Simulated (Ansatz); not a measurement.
# Ti (Titanium): the cost of one run

All numbers are computed with the Python package of Ansatz 0.2.0. Level of theory: DFT PBEsol, plane waves, norm-conserving potentials.

This is Ti in the bcc structure; at room conditions it is hcp.

### 1 The structure

Symmetry: Im-3m, No. 229, cubic system. The conventional cell has a = 3.282 Å, b = 3.282 Å, c = 3.282 Å, α = 90.00°, β = 90.00°, γ = 90.00°. Ti (site symmetry m-3m) has 8 Ti at 2.84 Å as nearest neighbours.

No structure file is read: the coordinates are typed or built in the script.

### 2 Script

File run_eos.py:

```python
"""Bulk modulus of Ti from an E(V) curve."""

import warnings

import ansatz as az
import numpy as np
from scipy.optimize import curve_fit

params = {
    "scf_tol": 1e-06,
    "max_scf": 100,
    "smearing": "fermi_dirac",
    "sigma": 0.3,
    "xc": "pbesol",
    "kgrid": (12, 12, 12),
}

vectors0 = np.array([
    [-1.641, 1.641, 1.641],
    [1.641, -1.641, 1.641],
    [1.641, 1.641, -1.641],
])
sites = [
    ("Ti", [0.0, 0.0, 0.0]),
]


def on_lattice(cell):
    crystal = az.Crystal(lattice=az.Lattice.of(cell))
    for symbol, position in sites:
        crystal = crystal.atom(symbol, position)
    return crystal

def vinet(v, e0, v0, b0, b1):
    eta = (v / v0) ** (1 / 3)
    return e0 + 2 * b0 * v0 / (b1 - 1) ** 2 * (2 - (5 + 3 * b1 * (eta - 1) - 3 * eta) * np.exp(-1.5 * (b1 - 1) * (eta - 1)))


def main() -> None:
    warnings.simplefilter("ignore", az.DeckWarning)

    # uniform scaling of the cell
    volumes, energies = [], []
    for scale in np.linspace(0.92, 1.08, 7):
        cell = vectors0 * scale ** (1 / 3)
        calculation = (
            on_lattice(cell).calculation()
            .mixing("anderson")
            .scf(tolerance=params["scf_tol"], max_iterations=params["max_scf"])
            .pseudopotentials("nc")
            .occupations(params["smearing"], width=params["sigma"])
            .functional(params["xc"])
            .initial_density(normalization="cell")
            .kpoints(*params["kgrid"])  # sampling of the Brillouin zone
        )
        summary = calculation.run(threads=1, pin="off").report
        volumes.append(abs(np.linalg.det(cell)) / len(sites))
        energies.append(summary["free_energy_ev"] / len(sites))
        print(f"V = {volumes[-1]:8.4f} A^3/atom  F = {energies[-1]:.5f} eV/atom")

    guess = (min(energies), volumes[int(np.argmin(energies))], 0.5, 4.5)
    (e0, v0, b0, b1), _ = curve_fit(vinet, np.array(volumes), np.array(energies), p0=guess, maxfev=20000)
    print(f"Vinet fit: V0 = {v0:.4f} A^3/atom, B0 = {160.21766 * b0:.1f} GPa, B1 = {b1:.2f}")
    print("largest residual", round(1000 * float(np.abs(vinet(np.array(volumes), e0, v0, b0, b1) - energies).max()), 3), "meV/atom")


if __name__ == "__main__":
    main()
```

### 3 The run

Launch:

```console
python run_eos.py
```

Q: Estimate wall time and peak memory on 1 thread of Arm Neoverse V1, shared host.

About 20 s, with a peak of 0.42 GiB.
